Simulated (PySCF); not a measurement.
# C3H4BBrF2: the cost of one run

Computed with PySCF 2.14.0, with density-fitted response routines of our own, on a single molecule in the gas phase. Atoms count from 0, in the outputs and in this text.

## (1) The molecule as given

11 atoms, charge 0, multiplicity 1; geometry from: GFN2-xTB. The atoms were then displaced at random by about 0.01 Å, so the start is not that level's minimum.

Bonds of the start (Å): B0–C1 1.57, C1–F2 1.38, C1–C3 1.32, C3–Br4 1.87, C3–C5 1.54, C5–F6 1.36, B0–H7 1.19, B0–H8 1.14, C5–H9 1.08, C5–H10 1.11.

## (2) Geometry optimisation at PBE0-D3(BJ)/def2-SVP

What the job is given:

```
{"job": {"xc": "PBE0", "basis": "def2-SVP", "d3": "d3bj", "grid": 1, "shake": 0.01, "kind": "geom"}, "charge": 0, "multiplicity": 1}
B      2.236160     0.151560     0.044390
C      0.699210     0.408430    -0.134940
F      0.307730     1.611100    -0.678920
C     -0.305950    -0.392250     0.149030
Br    -0.099150    -2.092190     0.908770
C     -1.773340     0.004220    -0.079770
F     -2.538570    -1.084380    -0.368370
H      2.959620     1.015570    -0.328310
H      2.599570    -0.805040     0.538240
H     -1.852160     0.699850    -0.904510
H     -2.195000     0.457280     0.838720
```

On the command line:

```sh
$ OMP_NUM_THREADS=1 python probes_run.py task.json out
```

The driver reads the jobs from task.json and runs them one after another.

Q: Estimate the wall time and peak memory of this first job on 1 thread of Arm Neoverse V1, shared host.

About 93 s, with a peak of 0.53 GiB.
